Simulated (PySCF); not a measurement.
# CH5AsBN: the cost of one run

Computed with PySCF 2.14.0, with density-fitted response routines of our own, on a single molecule in the gas phase. Atoms count from 0, in the outputs and in this text.

## 1. The molecule as given

9 atoms, charge 0, multiplicity 1; geometry from: PBE0-D3(BJ)/def2-SVP.

Bonds of the start (Å): N0–C1 1.16, C1–B2 1.56, B2–As3 2.06, B2–H4 1.22, B2–H5 1.22, As3–H6 1.51, As3–H7 1.51, As3–H8 1.51.

## 2. NMR shieldings: HF/pcSseg-2

Job settings and geometry (Å):

```
{"job": {"kind": "nmr", "xc": "HF", "basis": "pcSseg-2", "pop": false}, "charge": 0, "multiplicity": 1}
N      2.008284     1.907664     0.533346
C      1.537588     0.943933     0.089055
B      0.850693    -0.339220    -0.484062
As    -1.089415    -0.222081     0.211614
H      0.713468    -0.350583    -1.692345
H      1.250593    -1.387211    -0.014272
H     -1.294912    -0.204336     1.702576
H     -2.013465    -1.341151    -0.188127
H     -1.905736     0.976406    -0.192063
```

Method: GIAO HF/pcSseg-2 NMR shielding, non-relativistic, gas phase.

Run with:

```
> OMP_NUM_THREADS=1 python probes_run.py task.json out
```

The driver reads the jobs from task.json and runs them one after another.

Q: Estimate the wall time and peak memory of this first job on 1 thread of Arm Neoverse V2, shared host.

About 13 s, with a peak of 1.1 GiB.
